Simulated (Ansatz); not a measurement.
# HBrCl (doublet): from Hartree-Fock to the top rungs at distance Cl1–H2 along a hydrogen transfer = 1.605 Å, cc-pVTZ

Aim: climb from Hartree-Fock through coupled cluster and multireference methods for HBrCl (doublet) at one geometry and basis, and see what each rung misses.

Program: Ansatz 0.2.0, Gaussian basis. Level of theory: cc-pVTZ, core rule «outside noble gas», up to 19 orbitals frozen. These are calculated values, not measurements.

Plan: UHF; CCSD(T) on ROHF; CCSD(T) on UHF; BCCD(T) on ROHF; CCSDT(Q) on ROHF; CCSDT(Q) on UHF; CASSCF and MRCISD+Q, 3 electrons in 3 orbitals; CASSCF and NEVPT2, 3 electrons in 3 orbitals; CASSCF and MRCISD+Q, 15 electrons in 9 orbitals; CASSCF and NEVPT2, 15 electrons in 9 orbitals.

### Step 1. What is computed

The geometry derives from fragments relaxed apart (PBE0/def2-TZVP) and kept rigid, so it is no stationary point. A hydrogen atom is moved between rigid fragments. No spin-orbit coupling is included. The filled d shell of Br may be among the frozen orbitals whatever the setting's name suggests; the logs give the count.

3 atoms, charge 0, spin multiplicity 2.

Atoms are counted from 1 here; the program's logs count them from 0.

Bond lengths: Cl1–H2 1.605 Å.

### Step 2. UHF

in.yaml reads:

```yaml
crystal:
  periodic: [false, false, false]
  atoms:
    - {symbol: Cl, position_ang: [0.000000, 0.000000, -1.725333]}
    - {symbol: H, position_ang: [0.000000, 0.000000, -0.120333]}
    - {symbol: Br, position_ang: [0.000000, 0.000000, 1.845667]}
basis:
  gaussian: {orbitals: cc-pVTZ}
magnetization: {spin_polarized: true, initial_magnetization: 1}
hamiltonian: {xc: hf}
output: {orbitals: {seedname: orbitals}}
```

Run with:

```console
$ ansatz run in.yaml --threads 1 --pin off --events-out ev --progress --plain --max-ram 2816MiB --backend cpu
```

The runs that follow: CCSD(T) on ROHF; CCSD(T) on UHF; BCCD(T) on ROHF; CCSDT(Q) on ROHF; CCSDT(Q) on UHF; CASSCF and MRCISD+Q, 3 electrons in 3 orbitals; CASSCF and NEVPT2, 3 electrons in 3 orbitals; CASSCF and MRCISD+Q, 15 electrons in 9 orbitals; CASSCF and NEVPT2, 15 electrons in 9 orbitals.

Q: Predict the results of all the runs planned. Wanted: UCCSDT(Q) below the RHF energy; RMP2 from UCCSDT(Q); UMP2 from UCCSDT(Q); RCCSD from UCCSDT(Q); RCCSD(T) from UCCSDT(Q); UCCSD(T) from UCCSDT(Q); RCCSDT(Q) from UCCSDT(Q); NEVPT2 pair from UCCSDT(Q); MRCISD+Q pair from UCCSDT(Q).

**Answer**, as computed:

| quantity | value |
| --- | --- |
| UCCSDT(Q) below the RHF energy | -11.0689 eV |
| RMP2 from UCCSDT(Q) | +138.2 kJ/mol |
| UMP2 from UCCSDT(Q) | +140.1 kJ/mol |
| RCCSD from UCCSDT(Q) | +43.2 kJ/mol |
| RCCSD(T) from UCCSDT(Q) | +4.9 kJ/mol |
| UCCSD(T) from UCCSDT(Q) | +4.7 kJ/mol |
| RCCSDT(Q) from UCCSDT(Q) | +0.3 kJ/mol |
| NEVPT2 pair from UCCSDT(Q) | +139.3 kJ/mol |
| MRCISD+Q pair from UCCSDT(Q) | +24.1 kJ/mol |
| NEVPT2 valence from UCCSDT(Q) | +233.2 kJ/mol |
| levels within 1 kcal/mol (43 meV) | RCCSDT, UCCSDT, RCCSDT(Q) |
| T1 diagnostic | 0.013 |
| effectively unpaired electrons | 1.02 |

**Reading.** RCCSD(T) lands +4.9 kJ/mol from the yardstick (0.5 % of the correlation energy). One determinant dominates. Of the multireference levels listed MRCISD+Q valence comes nearest in total energy (+24.0 kJ/mol), which doesn't show that its space is the better one. These misses are within one basis, not against nature; the frozen cores of restricted and unrestricted runs differ, which can shift their rows.
